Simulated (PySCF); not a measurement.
# C4H5BO: the cost of one run

Programs: PySCF 2.14.0, with density-fitted response routines of our own. Each step states its level of theory. These are calculated values for one molecule in the gas phase, unless marked as measured. Atoms are numbered from 0 throughout.

### Step 1. The starting structure

11 atoms, charge 0, multiplicity 1; geometry from: GFN2-xTB. The atoms were then displaced at random by about 0.01 Å, so the start is not that level's minimum.

Bonds of the start (Å): B0–C1 1.56, C1–C2 1.44, C2–C3 1.30, C3–O4 1.36, O4–C5 1.33, C5–C1 1.37, B0–H6 1.18, B0–H7 1.15, C2–H8 1.10, C3–H9 1.11, C5–H10 1.07.

### Step 2. Relaxing the molecule at PBE0-D3(BJ)/def2-SVP

The job: settings as JSON, then the geometry in Å.

```
{"job": {"xc": "PBE0", "basis": "def2-SVP", "d3": "d3bj", "grid": 1, "shake": 0.01, "kind": "geom"}, "charge": 0, "multiplicity": 1}
B      1.967630    -0.126350     0.120300
C      0.419810    -0.077180    -0.028190
C     -0.547620     0.743340     0.660580
C     -1.719940     0.411110     0.198930
O     -1.655660    -0.565550    -0.745230
C     -0.359680    -0.834020    -0.866510
H      2.486910     0.611910     0.874260
H      2.588770    -0.835610    -0.542570
H     -0.305960     1.486810     1.433540
H     -2.741380     0.758050     0.446270
H     -0.094770    -1.598360    -1.567040
```

On the command line:

```bash
$ OMP_NUM_THREADS=1 python probes_run.py task.json out
```

One launch serves the whole session: the jobs run in the order shown.

**Question.** How long does this first job take on 1 thread of Arm Neoverse N1, shared host, and how much memory does it need?

About 58 s, with a peak of 0.45 GiB.
